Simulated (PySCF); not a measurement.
**[HfOCl]+: a change of charge**

Aim: at the relaxed geometry of [HfOCl]+, try a change of charge. The species was built from a template and needn't be a known compound.

Computed with PySCF 2.14.0. Level: PBE0, Hf def2-SVP with ECP60, O def2-SVP, Cl def2-SVP; scalar-relativistic core potentials, no spin–orbit coupling.

1 further run of the same task is left out (for a known fault of the program).

## Step 1: Starting geometry

3 atoms, charge 1, spin multiplicity 1.

Bond lengths: Hf1–O2 1.709 Å, Hf1–Cl3 2.285 Å. Angles: O2–Hf1–Cl3 105.3°.

As a file:

```xyz
3
ClHfO
Hf    0.1830    0.0000   -0.4514
O     1.4965    0.0000    0.6426
Cl   -1.6895    0.0000    0.8574
```

Formal oxidation states: Hf +4. An earlier session relaxed this geometry at PBE0, Hf def2-SVP with ECP60, O def2-SVP, Cl def2-SVP (singlet, point group Cs).

Its energy there is -582.778565 Eh.

## Step 2: One electron removed, multiplicity 2

run.py (the lines that set the calculation)

```python
mol = gto.M(atom='''
Hf     0.18297     0.00000    -0.45139
O      1.49648     0.00000     0.64260
Cl    -1.68949     0.00000     0.85737''',
    basis={'Hf': 'def2-SVP', 'O': 'def2-SVP', 'Cl': 'def2-SVP'},
    ecp={'Hf': 'def2-SVP'},
    charge=2, spin=1)
mf = dft.UKS(mol, xc='PBE0')
mf.grids.atom_grid = (50, 194)
mf = mf.density_fit()  # fitting sets: Hf def2-universal-JKFIT, O def2-universal-JKFIT, Cl def2-universal-JKFIT
mf.conv_tol = 1e-08; mf.max_cycle = 55
mf.kernel(dm0)  # dm0: the density of the relaxed state
```

Command:

```bash
$ OMP_NUM_THREADS=2 python run.py
```

What it wrote:

```text
init E= -582.791410068451
  HOMO = -0.532439816381  LUMO = -0.514425038941  gap/eV = 0.49021
cycle= 1 E= -582.125155389008  delta_E= 0.666  |g|= 0.263  |ddm|= 0.735
  HOMO = -0.874262502903  LUMO = -0.783458306599  gap/eV = 2.47091
cycle= 2 E= -582.092819200058  delta_E= 0.0323  |g|= 0.392  |ddm|= 0.598
  HOMO = -0.823076831578  LUMO = -0.71915451236  gap/eV = 2.82787
cycle= 3 E= -582.148220154144  delta_E= -0.0554  |g|= 0.195  |ddm|= 0.41
  HOMO = -0.821237563991  LUMO = -0.710836266986  gap/eV = 3.00417
cycle= 4 E= -582.16203373884  delta_E= -0.0138  |g|= 0.0713  |ddm|= 0.195
  HOMO = -0.813578907626  LUMO = -0.706845225477  gap/eV = 2.90437
cycle= 5 E= -582.165175329794  delta_E= -0.00314  |g|= 0.0221  |ddm|= 0.104
  HOMO = -0.812844406747  LUMO = -0.703188668939  gap/eV = 2.98388
cycle= 6 E= -582.165568760138  delta_E= -0.000393  |g|= 0.00871  |ddm|= 0.0287
  HOMO = -0.812550386429  LUMO = -0.702173558254  gap/eV = 3.00351
cycle= 7 E= -582.165641573485  delta_E= -7.28e-05  |g|= 0.0065  |ddm|= 0.016
  HOMO = -0.812471498895  LUMO = -0.701655740969  gap/eV = 3.01545
cycle= 8 E= -582.165682513862  delta_E= -4.09e-05  |g|= 0.00326  |ddm|= 0.0135
  HOMO = -0.812386823896  LUMO = -0.701476820172  gap/eV = 3.01801
cycle= 9 E= -582.165694720056  delta_E= -1.22e-05  |g|= 0.00117  |ddm|= 0.00915
  HOMO = -0.812383607102  LUMO = -0.701435502533  gap/eV = 3.01905
cycle= 10 E= -582.165696579804  delta_E= -1.86e-06  |g|= 0.000273  |ddm|= 0.00391
  HOMO = -0.812392709568  LUMO = -0.701429300393  gap/eV = 3.01947
cycle= 11 E= -582.165696834237  delta_E= -2.54e-07  |g|= 0.000114  |ddm|= 0.00147
  HOMO = -0.812399864322  LUMO = -0.701421254905  gap/eV = 3.01988
cycle= 12 E= -582.165696959277  delta_E= -1.25e-07  |g|= 9e-05  |ddm|= 0.00137
  HOMO = -0.81240700244  LUMO = -0.701423700978  gap/eV = 3.02001
cycle= 13 E= -582.16569699254  delta_E= -3.33e-08  |g|= 5.88e-05  |ddm|= 0.000691
  HOMO = -0.812413101882  LUMO = -0.701427903325  gap/eV = 3.02006
cycle= 14 E= -582.165697002442  delta_E= -9.9e-09  |g|= 1.99e-05  |ddm|= 0.000387
  HOMO = -0.812409794724  LUMO = -0.701424184499  gap/eV = 3.02007
Extra cycle  E= -582.165697002555  delta_E= -1.13e-10  |g|= 4.06e-05  |ddm|= 6.28e-05
converged SCF energy = -582.165697002555  <S^2> = 0.78189797  2S+1 = 2.0316476
```

It took 1 s on 2 threads of Arm Neoverse V1, shared host.

Result: E = -582.165697 Eh (+16.677 eV from the relaxed state), HOMO -22.11 eV, LUMO -19.09 eV (over both spins), ⟨S²⟩ = 0.782, Mulliken charge on Hf1 +1.64 e. 

## Step 3: One electron added, multiplicity 2

run.py (the lines that set the calculation), as its differences from that of step 2:

```diff
@@ -6,3 +6,3 @@
     ecp={'Hf': 'def2-SVP'},
-    charge=2, spin=1)
+    charge=0, spin=1)
 mf = dft.UKS(mol, xc='PBE0')
```

Command:

```bash
$ OMP_NUM_THREADS=2 python run.py
```

What it wrote:

```text
init E= -582.790058941976
  HOMO = -0.345350434586  LUMO = -0.340961293469  gap/eV = 0.11943
cycle= 1 E= -583.023729600628  delta_E= -0.234  |g|= 0.201  |ddm|= 1.34
  HOMO = -0.151371354557  LUMO = -0.0638927111493  gap/eV = 2.38042
cycle= 2 E= -582.999401877881  delta_E= 0.0243  |g|= 0.322  |ddm|= 0.848
  HOMO = -0.192586133678  LUMO = -0.0951468118388  gap/eV = 2.65146
cycle= 3 E= -583.048988240061  delta_E= -0.0496  |g|= 0.127  |ddm|= 0.42
  HOMO = -0.203299087433  LUMO = -0.103363606172  gap/eV = 2.71938
cycle= 4 E= -583.055232228846  delta_E= -0.00624  |g|= 0.0262  |ddm|= 0.111
  HOMO = -0.206395417712  LUMO = -0.105292913174  gap/eV = 2.75114
cycle= 5 E= -583.055570302922  delta_E= -0.000338  |g|= 0.00762  |ddm|= 0.038
  HOMO = -0.207425865244  LUMO = -0.105576253267  gap/eV = 2.77147
cycle= 6 E= -583.055623451632  delta_E= -5.31e-05  |g|= 0.00212  |ddm|= 0.0175
  HOMO = -0.207614374073  LUMO = -0.105484282129  gap/eV = 2.77910
cycle= 7 E= -583.055634038602  delta_E= -1.06e-05  |g|= 0.0011  |ddm|= 0.00914
  HOMO = -0.207750049178  LUMO = -0.105498919835  gap/eV = 2.78239
cycle= 8 E= -583.055637584347  delta_E= -3.55e-06  |g|= 0.000347  |ddm|= 0.00716
  HOMO = -0.207779984937  LUMO = -0.105507769524  gap/eV = 2.78297
cycle= 9 E= -583.055637847843  delta_E= -2.63e-07  |g|= 8.6e-05  |ddm|= 0.00186
  HOMO = -0.207779655303  LUMO = -0.105515183175  gap/eV = 2.78276
cycle= 10 E= -583.055637859581  delta_E= -1.17e-08  |g|= 2.36e-05  |ddm|= 0.000292
  HOMO = -0.207779400893  LUMO = -0.105516086045  gap/eV = 2.78273
cycle= 11 E= -583.055637860583  delta_E= -1e-09  |g|= 6.84e-06  |ddm|= 7.32e-05
  HOMO = -0.207779141847  LUMO = -0.105515448867  gap/eV = 2.78274
Extra cycle  E= -583.055637860653  delta_E= -7e-11  |g|= 8.37e-06  |ddm|= 2.57e-05
converged SCF energy = -583.055637860653  <S^2> = 0.75309742  2S+1 = 2.003095
```

Run time: 0.8 s. Hardware: 2 threads of Arm Neoverse V1, shared host.

Read off: E = -583.055638 Eh (-7.540 eV from the relaxed state), HOMO -5.65 eV, LUMO -2.87 eV (over both spins), ⟨S²⟩ = 0.753, Mulliken charge on Hf1 +0.54 e. 

## Step 4: Results

| state | energy from the relaxed state (eV) | ⟨S²⟩ | time |
| --- | --- | --- | --- |
| charge +1, singlet, vacuum (relaxed) | 0 | 0.00 |  |
| charge 0, doublet, vacuum | -7.54 | 0.75 | 0.8 s |
| charge +2, doublet, vacuum | 16.68 | 0.78 | 1 s |

An electron taken off or put on is at rest in vacuum. 

Removing an electron vertically costs 16.68 eV (doublet), against −HOMO = 14.24 eV. Adding an electron vertically releases 7.54 eV (doublet). These are double-zeta-type bases without diffuse functions. Spin–orbit coupling is left out.
